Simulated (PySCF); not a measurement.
# C₆H₇NO: magnetic properties

What do calculations give for the magnetic properties of C₆H₇NO (`[H]/N=C1/COC[C@H]1C#C`)?

Programs: PySCF 2.14.0, with routines of our own; each step states its level. All values are computed. Atoms count from 0.

## 1. The system as given

15 atoms, charge 0, multiplicity 1; geometry from: GFN2-xTB.

## 2. Magnetic properties: GIAO BHandHLYP/pcSseg-1

The job: settings as JSON, then the geometry in Å.

```
{"job": {"kind": "mag", "xc": "BHandHLYP", "basis": "pcSseg-1", "isotopologues": 2}, "charge": 0, "multiplicity": 1}
C      2.554467     1.190729     0.221434
C      1.544410     0.785664    -0.277009
C      0.329573     0.240178    -0.834479
C     -0.918039     1.120317    -0.641178
O     -2.010064     0.225865    -0.616007
C     -1.588166    -0.925132     0.081812
C     -0.105618    -1.054230    -0.147919
N      0.558869    -2.053743     0.198923
H      3.439227     1.569403     0.638196
H      0.478476     0.022254    -1.899905
H     -1.085303     1.828993    -1.452604
H     -0.842948     1.669436     0.310559
H     -1.771349    -0.821435     1.162622
H     -2.145993    -1.787471    -0.285240
H      1.558044    -2.002840     0.013227
```

With the program's defaults for keys left out, this is: GIAO BHandHLYP/pcSseg-1 magnetisability, rotational g tensor and spin-rotation constants, non-relativistic, gas phase.

On the command line:

```
$ OMP_NUM_THREADS=1 python excited_run.py task.json out
```

One launch serves the whole session: the jobs run in the order shown.

Standard output:

```text
coarse grid: 13008 points
cycle   1  E = -362.3089423950  dE =  1.617e+00  |g| = 6.872e-01  |ddm| = 3.743e+00
cycle   2  E = -362.2779260027  dE =  3.102e-02  |g| = 8.347e-01  |ddm| = 1.745e+00
cycle   3  E = -362.4094104525  dE = -1.315e-01  |g| = 1.023e-01  |ddm| = 1.022e+00
cycle   4  E = -362.4110627356  dE = -1.652e-03  |g| = 7.001e-02  |ddm| = 1.293e-01
cycle   5  E = -362.4121365135  dE = -1.074e-03  |g| = 1.402e-02  |ddm| = 6.033e-02
cycle   6  E = -362.4121796406  dE = -4.313e-05  |g| = 4.526e-03  |ddm| = 1.645e-02
cycle   7  E = -362.4121847637  dE = -5.123e-06  |g| = 1.910e-03  |ddm| = 4.883e-03
final grid: 127056 points
cycle   8  E = -362.4622536901  dE = -1.809e-05  |g| = 2.986e-03  |ddm| = 2.064e-02
cycle   9  E = -362.4622536966  dE = -6.437e-09  |g| = 3.129e-03  |ddm| = 5.522e-03
cycle  10  E = -362.4622557731  dE = -2.077e-06  |g| = 4.862e-04  |ddm| = 2.939e-03
cycle  11  E = -362.4622558193  dE = -4.617e-08  |g| = 1.444e-04  |ddm| = 4.410e-04
cycle  12  E = -362.4622558236  dE = -4.303e-09  |g| = 4.603e-05  |ddm| = 1.786e-04
cycle  13  E = -362.4622558241  dE = -4.557e-10  |g| = 1.476e-05  |ddm| = 5.341e-05
converged SCF energy = -362.4622558241

Magnetisability tensor (1e-30 J/T^2)
    -1040.29      -68.19      -39.07
      -68.19    -1084.77      -57.02
      -39.07      -57.02    -1169.00
isotropic -1098.02   principal values   -1222.89  -1080.39   -990.78
isotropic susceptibility -66.124 1e-6 cm^3/mol

Inertial axes            a          b          c
rot. const./GHz      3.4304     1.8675     1.2956
chi total           -65.824    -62.061    -70.488
chi diamagnetic    -446.089   -723.236   -999.893
chi paramagnetic    380.265    661.175    929.405
quadrupole/D A        4.249     -6.925      2.676
g nuclear            0.5790     0.5641     0.5563
g electronic        -0.6128    -0.5801    -0.5657
g total             -0.0338    -0.0160    -0.0094

Spin-rotation constants (kHz, H = +C I.J)
atom  isotope        aa         bb         cc
  7    14N        0.904      0.386      0.066
  8     1H        0.008     -0.218     -0.135
  9     1H       -0.389     -0.204      0.053
 10     1H       -0.393      0.040     -0.070
 11     1H       -0.375     -0.151      0.044
 12     1H       -0.313     -0.217      0.075
 13     1H        0.047     -0.149     -0.103
 14     1H        0.448     -0.146     -0.127
  0    13C*       0.307      0.594      0.374
  1    13C*       0.100      0.691      0.425
  2    13C*       0.594      0.290      0.239
  3    13C*       0.585      0.465      0.343
  4    17O*      -0.168     -0.144     -0.144
  5    13C*       0.854      0.331      0.321
  6    13C*       1.776      0.756      0.362
* in the singly substituted isotopologue

Isotopologues: g along a, b, c
2H    at 8,9,10,11,12,1    -0.0294    -0.0143    -0.0085
13C   at 0                 -0.0337    -0.0156    -0.0093
```

Wall time 27 s (1 thread of Arm Neoverse V1, shared host); peak memory 0.79 GiB.

In short:

```
              quantity                      value
       magnetisability           -1098·10⁻³⁰ J/T²
  molar susceptibility         -66.1·10⁻⁶ cm³/mol
rotational g (a, b, c)  -0.0338, -0.0160, -0.0094
```

## 3. Magnetic properties: GIAO revPBE/6-311G**

The job, as its differences from that of step 2:

```diff
@@ -1,2 +1,2 @@
-{"job": {"kind": "mag", "xc": "BHandHLYP", "basis": "pcSseg-1", "isotopologues": 2}, "charge": 0, "multiplicity": 1}
+{"job": {"kind": "mag", "xc": "revPBE", "basis": "6-311G**", "scf": {"guess": "vsap"}}, "charge": 0, "multiplicity": 1}
 C      2.554467     1.190729     0.221434
```

With the program's defaults for keys left out, this is: GIAO revPBE/6-311G** magnetisability, rotational g tensor and spin-rotation constants, non-relativistic, gas phase.

Standard output:

```text
final grid: 127056 points
cycle   1  E = -346.5214269040  dE =  1.444e+01  |g| = 6.605e+00  |ddm| = 4.853e+01
cycle   2  E = -293.0925998132  dE =  5.343e+01  |g| = 1.340e+01  |ddm| = 4.873e+01
cycle   3  E = -354.0888062517  dE = -6.100e+01  |g| = 4.898e+00  |ddm| = 1.306e+01
cycle   4  E = -356.6245484465  dE = -2.536e+00  |g| = 4.148e+00  |ddm| = 8.616e+00
cycle   5  E = -361.9226337086  dE = -5.298e+00  |g| = 1.689e+00  |ddm| = 7.471e+00
cycle   6  E = -362.3968567578  dE = -4.742e-01  |g| = 1.104e+00  |ddm| = 2.973e+00
cycle   7  E = -362.6723715225  dE = -2.755e-01  |g| = 3.767e-01  |ddm| = 1.496e+00
cycle   8  E = -362.6837826288  dE = -1.141e-02  |g| = 3.105e-01  |ddm| = 5.973e-01
cycle   9  E = -362.7034744999  dE = -1.969e-02  |g| = 9.070e-02  |ddm| = 4.507e-01
cycle  10  E = -362.7050675907  dE = -1.593e-03  |g| = 1.375e-02  |ddm| = 1.174e-01
cycle  11  E = -362.7051128117  dE = -4.522e-05  |g| = 5.332e-03  |ddm| = 1.506e-02
cycle  12  E = -362.7051184918  dE = -5.680e-06  |g| = 2.372e-03  |ddm| = 5.771e-03
cycle  13  E = -362.7051192358  dE = -7.440e-07  |g| = 1.492e-03  |ddm| = 4.065e-03
cycle  14  E = -362.7051197612  dE = -5.254e-07  |g| = 1.479e-04  |ddm| = 1.816e-03
cycle  15  E = -362.7051197676  dE = -6.344e-09  |g| = 3.667e-05  |ddm| = 2.459e-04
cycle  16  E = -362.7051197678  dE = -2.935e-10  |g| = 1.400e-05  |ddm| = 4.817e-05
converged SCF energy = -362.7051197678

Magnetisability tensor (1e-30 J/T^2)
     -985.94      -70.73      -38.01
      -70.73    -1030.68      -54.80
      -38.01      -54.80    -1116.34
isotropic -1044.32   principal values   -1168.21  -1030.65   -934.11
isotropic susceptibility -62.890 1e-6 cm^3/mol

Inertial axes            a          b          c
rot. const./GHz      3.4304     1.8675     1.2956
chi total           -62.626    -58.780    -67.265
chi diamagnetic    -444.524   -722.413   -998.425
chi paramagnetic    381.898    663.633    931.160
quadrupole/D A        3.775     -6.140      2.366
g nuclear            0.5790     0.5641     0.5563
g electronic        -0.6155    -0.5823    -0.5667
g total             -0.0365    -0.0181    -0.0104

Spin-rotation constants (kHz, H = +C I.J)
atom  isotope        aa         bb         cc
  7    14N        0.843      0.374      0.067
  8     1H        0.013     -0.224     -0.138
  9     1H       -0.387     -0.203      0.064
 10     1H       -0.395      0.046     -0.069
 11     1H       -0.376     -0.149      0.052
 12     1H       -0.315     -0.215      0.081
 13     1H        0.056     -0.145     -0.107
 14     1H        0.450     -0.137     -0.133
  0    13C*       0.302      0.563      0.353
  1    13C*       0.136      0.668      0.411
  2    13C*       0.611      0.307      0.251
  3    13C*       0.595      0.476      0.353
  4    17O*      -0.238     -0.184     -0.168
  5    13C*       0.885      0.337      0.328
  6    13C*       1.665      0.738      0.373
* in the singly substituted isotopologue
```

Run time: 50 s. Hardware: 1 thread of Arm Neoverse V1, shared host; peak memory 0.61 GiB.

In short:

```
              quantity                      value
       magnetisability           -1044·10⁻³⁰ J/T²
  molar susceptibility         -62.9·10⁻⁶ cm³/mol
rotational g (a, b, c)  -0.0365, -0.0181, -0.0104
```

## 4. The levels compared

```
                  level  ξ (10⁻³⁰ J/T²)     g(a)     g(b)  gap (eV)  functions  time
GIAO BHandHLYP/pcSseg-1           -1098  -0.0338  -0.0160      9.44        171  27 s
   GIAO revPBE/6-311G**           -1044  -0.0365  -0.0181      4.39        186  50 s
```

## 5. Outcome

```
                                                quantity                      value
       magnetisability (step 2, GIAO BHandHLYP/pcSseg-1)           -1098·10⁻³⁰ J/T²
  molar susceptibility (step 2, GIAO BHandHLYP/pcSseg-1)         -66.1·10⁻⁶ cm³/mol
rotational g (a, b, c) (step 2, GIAO BHandHLYP/pcSseg-1)  -0.0338, -0.0160, -0.0094
                         magnetisability over the levels  -1098 to -1044·10⁻³⁰ J/T²
```

In words: The magnetisability spreads by 5.0 % over 2 levels, from GIAO BHandHLYP/pcSseg-1 (27 s) to GIAO revPBE/6-311G** (50 s); the runs took 27 s to 50 s. Two levels can agree by chance, so this spread shows no convergence. Vibrational averaging and real surroundings are missing from these values.
